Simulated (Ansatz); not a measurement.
# C6H8Ge: up Jacob's ladder to CCSD(T)

An exercise on one series of results from a longer session: the logs are not shown, and one member is left open.

Method: functionals in def2-TZVPP, the program's frozen cores in correlated methods; program: Ansatz 0.2.0, Gaussian basis.

Plan: LDA (SPW92), PBE-D4, revPBE-D4, BLYP-D4, r2SCAN-D4, B97M-V, PBE0-D4, B3LYP-D4, r2SCANh-D4, r2SCAN0-D4, HSE06-D4, BHLYP-D4, CAM-B3LYP-D4, LC-ωPBE, ωB97X-V, ωB97M-V, B2PLYP, PBE-QIDH; CCSD(T)/def2-SVP; CCSD(T)/def2-TZVPP; MP2/def2-QZVPP; extrapolation to the limit; RPA on PBE.

## The relaxed structure

All runs share one geometry, relaxed beforehand with PBE0-D4 in a triple-zeta def2 set.

SMILES `[GeH3][c]1ccccc1`, 15 atoms, charge 0, spin multiplicity 1.

Atoms are counted from 1 here; the program's logs count them from 0.

Bond lengths: Ge1–C2 1.945 Å, Ge1–H8 1.538 Å, Ge1–H9 1.538 Å, Ge1–H10 1.540 Å, C2–C3 1.393 Å, C2–C7 1.393 Å, C3–C4 1.387 Å, C3–H11 1.086 Å, C4–C5 1.387 Å, C4–H12 1.084 Å, C5–C6 1.387 Å, C5–H13 1.084 Å, C6–C7 1.387 Å, C6–H14 1.084 Å, C7–H15 1.086 Å. Angles: C2–Ge1–H8 109.6°, C2–Ge1–H9 109.6°, C2–Ge1–H10 110.8°, H8–Ge1–H9 109.9°, H8–Ge1–H10 108.5°, H9–Ge1–H10 108.5°, Ge1–C2–C3 120.7°, Ge1–C2–C7 120.7°, C3–C2–C7 118.6°, C2–C3–C4 120.8°, C2–C3–H11 120.1°, C4–C3–H11 119.1°, C3–C4–C5 120.0°, C3–C4–H12 119.9°, C5–C4–H12 120.1°, C4–C5–C6 119.8°, C4–C5–H13 120.1°, C6–C5–H13 120.1° and more.

Set-up of the first run:

The input, in.yaml:

```yaml
crystal:
  periodic: [false, false, false]
  atoms:
    - {symbol: Ge, position_ang: [-0.715539, 0.487074, 2.364832]}
    - {symbol: C, position_ang: [-0.155050, 0.116439, 0.539329]}
    - {symbol: C, position_ang: [0.812819, -0.850266, 0.274723]}
    - {symbol: C, position_ang: [1.198559, -1.130812, -1.027851]}
    - {symbol: C, position_ang: [0.620685, -0.444880, -2.085611]}
    - {symbol: C, position_ang: [-0.341559, 0.522267, -1.836475]}
    - {symbol: C, position_ang: [-0.724871, 0.800196, -0.532648]}
    - {symbol: H, position_ang: [-1.154544, 1.956319, 2.481354]}
    - {symbol: H, position_ang: [0.451711, 0.212847, 3.327780]}
    - {symbol: H, position_ang: [-1.900801, -0.409741, 2.766190]}
    - {symbol: H, position_ang: [1.278471, -1.391656, 1.092309]}
    - {symbol: H, position_ang: [1.954215, -1.885004, -1.217125]}
    - {symbol: H, position_ang: [0.922685, -0.661671, -3.103980]}
    - {symbol: H, position_ang: [-0.793425, 1.064182, -2.659757]}
    - {symbol: H, position_ang: [-1.475155, 1.564004, -0.353570]}
basis:
  gaussian: {orbitals: def2-TZVPP}
hamiltonian: {xc: lda}
output: {orbitals: {seedname: orbitals}}
```

Command:

```sh
$ ansatz run in.yaml --threads 2 --pin off --events-out ev --progress --plain --max-ram 32768MiB --backend cuda --devices 0, --max-vram 18GiB
```

Steps of the session up to this table: LDA; PBE-D4 (GGA); revPBE-D4 (GGA); BLYP-D4 (GGA); r2SCAN-D4 (meta-GGA); B97M-V (meta-GGA); B3LYP-D4 (hybrid); r2SCANh-D4 (hybrid); r2SCAN0-D4 (hybrid); HSE06-D4 (hybrid); BHLYP-D4 (hybrid); CAM-B3LYP-D4 (range-separated); LC-ωPBE (range-separated); ωB97X-V (range-separated); ωB97M-V (range-separated); B2PLYP (double hybrid); PBE-QIDH (double hybrid).

One of the session's tables, all rows but one given; the rest of the session is left out.

It belongs to the step «Frontier levels by functional». 

```
  functional  HOMO (eV)  gap (eV)
 LDA (SPW92)      -6.57      4.90
      PBE-D4      -6.39      4.94
   revPBE-D4      -6.32      4.96
     BLYP-D4      -6.20      4.91
   r2SCAN-D4      -6.57      5.29
      B97M-V      -6.55      5.31
     PBE0-D4      -7.36      6.80
    B3LYP-D4      -7.14      6.40
  r2SCANh-D4      -6.94      5.98
  r2SCAN0-D4      -7.49      7.02
    HSE06-D4      -6.97      6.04
    BHLYP-D4      -8.13      8.60
CAM-B3LYP-D4          ?         ?
     LC-ωPBE      -9.85     11.38
     ωB97X-V      -9.50     11.01
     ωB97M-V      -9.42     10.85
```

**Question.** Estimate the row for CAM-B3LYP-D4.

**Answer.** HOMO (eV): -8.55; gap (eV): 9.08. In the column «HOMO (eV)» it lies between ωB97M-V (-9.42) and BHLYP-D4 (-8.13).
